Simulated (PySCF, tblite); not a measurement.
# C5H9N3OSi: geometry, infrared bands and NMR shifts

Aim: predict the infrared bands and NMR shifts of C5H9N3OSi (`CCc1nnc(C=O)n1[SiH3]`).

Computed with tblite 0.8.0 and PySCF 2.14.0, with density-fitted response routines of our own, on a single molecule in the gas phase. Atoms count from 0, in the outputs and in this text.

### 1 The starting structure

19 atoms, charge 0, multiplicity 1; geometry from: force field or distance geometry start.

Bonds of the start (Å): C0–C1 1.52, C1–C2 1.51, C2–N3 1.31, N3–N4 1.38, N4–C5 1.31, C5–C6 1.44, C6–O7 1.24, C5–N8 1.37, N8–Si9 1.75, N8–C2 1.37, C0–H10 1.10, C0–H11 1.09, C0–H12 1.11, C1–H13 1.09, C1–H14 1.09, C6–H15 1.10, Si9–H16 1.49, Si9–H17 1.49, Si9–H18 1.49.

### 2 Optimising the geometry with GFN2-xTB

What the job is given:

```
{"job": {"kind": "relax", "xc": "GFN2-xTB", "basis": "xTB"}, "charge": 0, "multiplicity": 1}
C     -2.645400     0.275400     0.245100
C     -1.689700     0.354000    -0.933300
C     -0.459400    -0.488600    -0.683800
N     -0.355900    -1.740700    -1.059200
N      0.885600    -2.198000    -0.680400
C      1.526000    -1.205400    -0.106000
C      2.877000    -1.372300     0.378100
O      3.566100    -0.506900     0.929900
N      0.711200    -0.110200    -0.076200
Si     1.088900     1.453800     0.613800
H     -2.971600    -0.755600     0.434100
H     -2.208000     0.661300     1.168000
H     -3.554200     0.872500     0.042200
H     -1.420200     1.389200    -1.143100
H     -2.195500    -0.016500    -1.819300
H      3.289000    -2.385700     0.241400
H     -0.084300     2.363800     0.546100
H      2.187700     2.096500    -0.157400
H      1.442700     1.322900     2.052800
```

Launch:

```bash
$ OMP_NUM_THREADS=1 python probes_run.py task.json out
```

The driver reads the jobs from task.json and runs them one after another.

The program printed:

```text
step      E/eV     max force
  0    -812.82575    2.144
  1    -812.94743    2.652
  2    -813.00891    0.643
  3    -813.03177    0.576
  4    -813.05877    0.380
  5    -813.08102    0.525
  6    -813.10296    0.515
  7    -813.11546    0.310
  8    -813.12353    0.182
  9    -813.13017    0.238
 10    -813.13923    0.254
 11    -813.14974    0.297
 12    -813.16067    0.328
 13    -813.17281    0.309
 14    -813.18873    0.310
 15    -813.20790    0.364
 16    -813.22412    0.238
 17    -813.23365    0.197
 18    -813.23875    0.141
 19    -813.24188    0.128
 20    -813.24381    0.105
 21    -813.24517    0.080
 22    -813.24615    0.107
 23    -813.24694    0.079
 24    -813.24751    0.056
 25    -813.24793    0.047
 26    -813.24838    0.073
 27    -813.24882    0.071
 28    -813.24913    0.040
 29    -813.24931    0.035
 30    -813.24946    0.036
 31    -813.24962    0.038
 32    -813.24979    0.030
 33    -813.24996    0.031
 34    -813.25015    0.033
 35    -813.25038    0.043
 36    -813.25064    0.044
 37    -813.25087    0.048
 38    -813.25103    0.041
 39    -813.25116    0.026
 40    -813.25129    0.030
 41    -813.25145    0.037
 42    -813.25162    0.039
 43    -813.25184    0.036
 44    -813.25209    0.043
 45    -813.25235    0.037
 46    -813.25258    0.031
 47    -813.25277    0.034
 48    -813.25298    0.038
 49    -813.25324    0.047
 50    -813.25357    0.043
 51    -813.25400    0.061
 52    -813.25450    0.064
 53    -813.25495    0.061
 54    -813.25524    0.041
 55    -813.25539    0.025
 56    -813.25551    0.025
 57    -813.25564    0.031
 58    -813.25577    0.031
 59    -813.25589    0.032
 60    -813.25600    0.030
 61    -813.25614    0.030
 62    -813.25632    0.043
 63    -813.25651    0.039
 64    -813.25665    0.027
 65    -813.25672    0.022
 66    -813.25677    0.024
 67    -813.25686    0.031
 68    -813.25696    0.026
 69    -813.25704    0.020
 70    -813.25710    0.019
 71    -813.25715    0.020
 72    -813.25720    0.019
 73    -813.25724    0.016
 74    -813.25728    0.015
 75    -813.25732    0.016
 76    -813.25736    0.015
 77    -813.25741    0.015
 78    -813.25746    0.016
 79    -813.25750    0.014
 80    -813.25752    0.010
 81    -813.25755    0.013
 82    -813.25758    0.015
 83    -813.25762    0.014
 84    -813.25764    0.010
 85    -813.25765    0.009
```

Run time: 1.2 s. Hardware: 1 thread of Arm Neoverse N1, shared host; peak memory 0.18 GiB.

Relaxation path: (not every step is listed)

```
step  energy from step 0 (eV)  largest force (eV/Å)
   0                   0.0000                2.1441
   1                  -0.1217                2.6519
   2                  -0.1832                0.6429
   3                  -0.2060                0.5759
   4                  -0.2330                0.3805
   5                  -0.2553                0.5245
   6                  -0.2772                0.5152
   7                  -0.2897                0.3104
   8                  -0.2978                0.1818
  15                  -0.3822                0.3635
  22                  -0.4204                0.1073
  29                  -0.4236                0.0347
  36                  -0.4249                0.0443
  43                  -0.4261                0.0362
  50                  -0.4278                0.0428
  57                  -0.4299                0.0305
  64                  -0.4309                0.0269
  71                  -0.4314                0.0196
  78                  -0.4317                0.0162
  80                  -0.4318                0.0100
  81                  -0.4318                0.0126
  82                  -0.4318                0.0151
  83                  -0.4319                0.0140
  84                  -0.4319                0.0102
  85                  -0.4319                0.0093
```

Close pairs (by a distance rule), those that changed most:

```
   bond  before (Å)  after (Å)  change (Å)
  N3–N4       1.376      1.321      -0.055
Si9–H17       1.488      1.454      -0.035
Si9–H18       1.488      1.454      -0.034
  C1–C2       1.512      1.480      -0.032
 N8–Si9       1.751      1.778      +0.027
  C2–N8       1.372      1.350      -0.022
  C5–C6       1.445      1.425      -0.020
 C0–H12       1.106      1.087      -0.019
```

The end geometry stands in the next job.

### 3 Harmonic vibrations with GFN2-xTB

What the job is given:

```
{"job": {"kind": "ir", "xc": "GFN2-xTB", "basis": "xTB"}, "charge": 0, "multiplicity": 1}
C     -2.530831     0.310424     0.320383
C     -1.692835     0.312174    -0.960534
C     -0.470902    -0.504206    -0.781764
N     -0.353009    -1.749393    -1.209902
N      0.831584    -2.206976    -0.846389
C      1.439985    -1.238555    -0.194105
C      2.721534    -1.208698     0.428470
O      3.104428    -0.205760     1.005325
N      0.645433    -0.119992    -0.126225
Si     1.212297     1.364638     0.670304
H     -2.823523    -0.705728     0.573211
H     -1.962382     0.727006     1.149394
H     -3.428156     0.906943     0.177583
H     -1.417168     1.334470    -1.223477
H     -2.266890    -0.127358    -1.776529
H      3.329119    -2.119576     0.368268
H      0.065585     2.257870     0.425907
H      2.326274     1.883986    -0.105882
H      1.259651     1.097979     2.098499
```

The program printed:

```text
mode    cm-1     km/mol
  1      64.2      0.08
  2      87.6      0.06
  3     152.6     30.03
  4     161.7     19.09
  5     167.2     10.73
  6     191.1      1.16
  7     246.9      0.69
  8     279.2      3.98
  9     356.8      2.43
 10     370.0      2.79
 11     425.3      7.22
 12     455.3     16.60
 13     568.1     11.54
 14     597.0    114.95
 15     601.9     45.80
 16     665.3     17.10
 17     668.5     10.24
 18     719.8     28.13
 19     728.2    115.59
 20     806.0     77.41
 21     836.6     63.00
 22     858.7    254.62
 23     893.2    109.21
 24     910.5     22.10
 25    1008.7     10.47
 26    1060.2      2.50
 27    1075.7      6.98
 28    1085.3      9.63
 29    1167.1     26.79
 30    1175.8    142.18
 31    1227.7     17.85
 32    1280.4      3.80
 33    1306.3      2.00
 34    1330.9      2.64
 35    1400.9     82.77
 36    1405.8     95.08
 37    1447.9      9.42
 38    1489.8     15.96
 39    1492.6      3.17
 40    1504.8     15.59
 41    1520.1    132.63
 42    1671.6    411.30
 43    2189.6    319.36
 44    2336.6     58.15
 45    2364.0    341.53
 46    2894.8     50.11
 47    2986.8     20.01
 48    3009.3      3.47
 49    3033.3     34.54
 50    3043.8     30.81
 51    3046.5     18.99
```

It took 1.4 s on 1 thread of Arm Neoverse N1, shared host; peak memory 0.18 GiB.

The strongest bands and the atoms that carry them (share of the mass-weighted mode):

```
cm⁻¹  km/mol                                   atoms
 597   115.0  H18 44 %, H16 17 %, H17 17 %, Si9 11 %
 728   115.6   H17 25 %, H18 25 %, C2 13 %, H16 13 %
 859   254.6            H16 37 %, H18 31 %, H17 18 %
1176   142.2                        N3 37 %, N4 34 %
1520   132.6                        C5 62 %, N4 15 %
1672   411.3                        C6 60 %, O7 36 %
2190   319.4                                H16 94 %
2364   341.5                      H18 48 %, H17 47 %
```

### 4 Shielding tensors: PBE0/pcSseg-1

Same as in step 3 but for these lines:

```diff
@@ -1,2 +1,2 @@
-{"job": {"kind": "ir", "xc": "GFN2-xTB", "basis": "xTB"}, "charge": 0, "multiplicity": 1}
+{"job": {"kind": "nmr", "xc": "PBE0", "basis": "pcSseg-1"}, "charge": 0, "multiplicity": 1}
 C     -2.530831     0.310424     0.320383
```

With the program's defaults for keys left out, this is: GIAO PBE0/pcSseg-1 NMR shielding, non-relativistic, gas phase.

The program printed:

```text
coarse grid: 16912 points
cycle   1  E = -724.0430760204  dE =  1.871e+00  |g| = 7.927e-01  |ddm| = 4.158e+00
cycle   2  E = -723.6417690997  dE =  4.013e-01  |g| = 1.621e+00  |ddm| = 2.143e+00
cycle   3  E = -724.1652409828  dE = -5.235e-01  |g| = 1.703e-01  |ddm| = 1.635e+00
cycle   4  E = -724.1698313520  dE = -4.590e-03  |g| = 9.716e-02  |ddm| = 2.413e-01
cycle   5  E = -724.1716204498  dE = -1.789e-03  |g| = 4.054e-02  |ddm| = 1.076e-01
cycle   6  E = -724.1719639819  dE = -3.435e-04  |g| = 1.008e-02  |ddm| = 3.933e-02
cycle   7  E = -724.1719862830  dE = -2.230e-05  |g| = 2.181e-03  |ddm| = 9.975e-03
cycle   8  E = -724.1719872011  dE = -9.181e-07  |g| = 7.929e-04  |ddm| = 2.166e-03
final grid: 160504 points
cycle   9  E = -724.2360482208  dE = -3.430e-05  |g| = 1.202e-02  |ddm| = 4.044e-02
cycle  10  E = -724.2359728897  dE =  7.533e-05  |g| = 2.295e-02  |ddm| = 2.671e-02
cycle  11  E = -724.2360761696  dE = -1.033e-04  |g| = 2.928e-03  |ddm| = 1.979e-02
cycle  12  E = -724.2360779849  dE = -1.815e-06  |g| = 4.355e-04  |ddm| = 2.631e-03
cycle  13  E = -724.2360780111  dE = -2.616e-08  |g| = 2.689e-04  |ddm| = 5.691e-04
cycle  14  E = -724.2360780263  dE = -1.520e-08  |g| = 6.550e-05  |ddm| = 2.692e-04
cycle  15  E = -724.2360780272  dE = -9.409e-10  |g| = 1.816e-05  |ddm| = 7.138e-05
converged SCF energy = -724.2360780272

GIAO shielding tensors (ppm)
atom      isotropic    diamagn.    paramagn.     s11        s22        s33       span
  0 C      169.691     247.876     -78.186    160.317    162.344    186.411     26.094
  1 C      163.444     247.746     -84.302    150.911    165.303    174.117     23.206
  2 C       19.623     255.352    -235.729    -48.094      4.811    102.153    150.248
  3 N     -119.071     331.447    -450.518   -368.222   -129.034    140.044    508.266
  4 N     -148.915     332.706    -481.621   -490.234   -144.142    187.631    677.864
  5 C       22.420     257.120    -234.700    -47.265     27.091     87.435    134.700
  6 C       -2.260     245.218    -247.478    -84.926    -25.787    103.931    188.856
  7 O     -259.485     407.324    -666.810   -789.680   -342.701    353.926   1143.607
  8 N       76.271     337.174    -260.903    -30.208     54.795    204.225    234.433
  9 Si     418.392     880.882    -462.490    372.037    418.231    464.908     92.871
 10 H       30.383      30.016       0.367     25.987     28.858     36.303     10.316
 11 H       30.531      31.745      -1.214     25.054     31.070     35.469     10.415
 12 H       30.297      28.071       2.226     26.247     26.748     37.897     11.650
 13 H       28.758      31.569      -2.811     24.678     28.102     33.493      8.815
 14 H       28.322      29.455      -1.132     23.822     26.490     34.655     10.833
 15 H       21.759      25.290      -3.531     19.243     22.694     23.341      4.098
 16 H       26.676      32.084      -5.409     21.797     27.983     30.247      8.450
 17 H       26.509      30.136      -3.627     22.598     25.288     31.641      9.043
 18 H       26.444      30.653      -4.209     22.828     25.201     31.302      8.474
```

It took 81 s on 1 thread of Arm Neoverse N1, shared host; peak memory 1.1 GiB.

The references, computed at this level on geometries of the same kind, shield at (ppm): ¹H TMS 31.72, ¹³C TMS 186.9, ²⁹Si TMS 349.2, ¹⁵N NH3 267.7, ¹⁷O H2O 336.1. Their shielding less the atom's gives the shift. The references are single molecules in the gas phase, so shifts against H2O, NH3, PH3, H3PO4 or CFCl3 are not on the usual liquid scales and can be off by tens of ppm. Atoms listed in one row are averaged.

```
        atoms                                          environment  σ (ppm)  δ (ppm)  δ scaled to CDCl3
           C6                             aldehyde carbonyl carbon     -2.3    189.2              182.7
           C2  substituted aromatic carbon next to a ring nitrogen     19.6    167.3              161.4
           C5  substituted aromatic carbon next to a ring nitrogen     22.4    164.5              158.6
           C1                          sp3 CH2 on an aromatic ring    163.4     23.5               21.0
           C0                                        methyl carbon    169.7     17.2               14.9
          H15              hydrogen on an aldehyde carbonyl carbon    21.76     9.96               9.49
H16, H17, H18                    hydrogen on a silicon bonded to N    26.54     5.17                  –
     H13, H14           hydrogen on an sp3 CH2 on an aromatic ring    28.54     3.18               3.10
H10, H11, H12                          hydrogen on a methyl carbon    30.40     1.31               1.34
           N4                   pyridine-type nitrogen of an azole   -148.9    416.6                  –
           N3                   pyridine-type nitrogen of an azole   -119.1    386.8                  –
           N8                           pyrrole-type ring nitrogen     76.3    191.5                  –
           O7                                      aldehyde oxygen   -259.5    595.6                  –
          Si9                             silicon bonded to N, 3 H    418.4    -69.2                  –
```

The scaled column applies a straight-line fit of computed shieldings to shifts measured in CDCl3 (root-mean-square error 0.16 ppm for H, 1.9 ppm for C).

Charges from the same density, by scheme (e):

```
atoms  Mulliken    IAO  Hirshfeld  ESP fit
   C0     -0.28  -0.41      -0.11    -0.06
   C1     -0.14  -0.28      -0.06    -0.08
   C2      0.26   0.21       0.12     0.37
   N3     -0.26  -0.22      -0.15    -0.31
   N4     -0.24  -0.18      -0.13    -0.40
   C5      0.22   0.10       0.05     0.43
   C6      0.37   0.23       0.13     0.16
   O7     -0.42  -0.40      -0.18    -0.37
   N8     -0.75  -0.35      -0.10    -0.20
  Si9      0.68   0.75       0.35     0.42
```

Mayer bond orders: C0–C1 1.04, C1–C2 1.05, C2–N3 1.52, N3–N4 1.29, N4–C5 1.51, C5–C6 1.11, C6–O7 1.78, C5–N8 1.08, N8–Si9 0.71, N8–C2 1.16.

Ring of atoms C2, N3, N4, C5, N8: NICS(0) -9.8, NICS(1) -11.8, NICS(1)zz -29.2 ppm (means of both faces).

### 5 Results

```
                                                              quantity                                value
                             strongest single infrared mode (GFN2-xTB)                1672 cm⁻¹, 411 km/mol
                                          zero-point energy (GFN2-xTB)                        86.3 kcal/mol
                                ¹³C shifts against TMS (PBE0/pcSseg-1)  189.2, 167.3, 164.5, 23.5, 17.2 ppm
¹H shifts against TMS (PBE0/pcSseg-1, means over atoms taken as alike)           9.96, 5.17, 3.18, 1.31 ppm
                                ¹⁵N shifts against NH3 (PBE0/pcSseg-1)              416.6, 386.8, 191.5 ppm
                                ¹⁷O shifts against H2O (PBE0/pcSseg-1)                            595.6 ppm
                               ²⁹Si shifts against TMS (PBE0/pcSseg-1)                            -69.2 ppm
```

What this shows: The optimisation took 85 steps and gained 0.432 eV; among the close pairs (by a distance rule), N3–N4 changed most, from 1.376 to 1.321 Å. All 51 modes are real, so the xTB geometry is a minimum. The strongest single mode, at 1672 cm⁻¹, moves mainly C6 and O7. Unscaled tight-binding wavenumbers are off by several per cent, some by more. Its intensities can rank the bands wrongly. C6 (aldehyde carbonyl carbon) lies farthest downfield among carbon, at 189.2 ppm; low-lying n→π* states of the double bond to the heteroatom give a large paramagnetic term (-247 ppm). The most deshielded hydrogen is H15 (hydrogen on an aldehyde carbonyl carbon), at 9.96 ppm: deshielded by the polar, anisotropic C=O bond. At PBE0/pcSseg-1: Shielding is most anisotropic at O7 (span 1144 ppm, paramagnetic term -667 ppm). NICS(1)zz of -29 ppm above the planar ring from C2 marks a diatropic (aromatic) ring current.
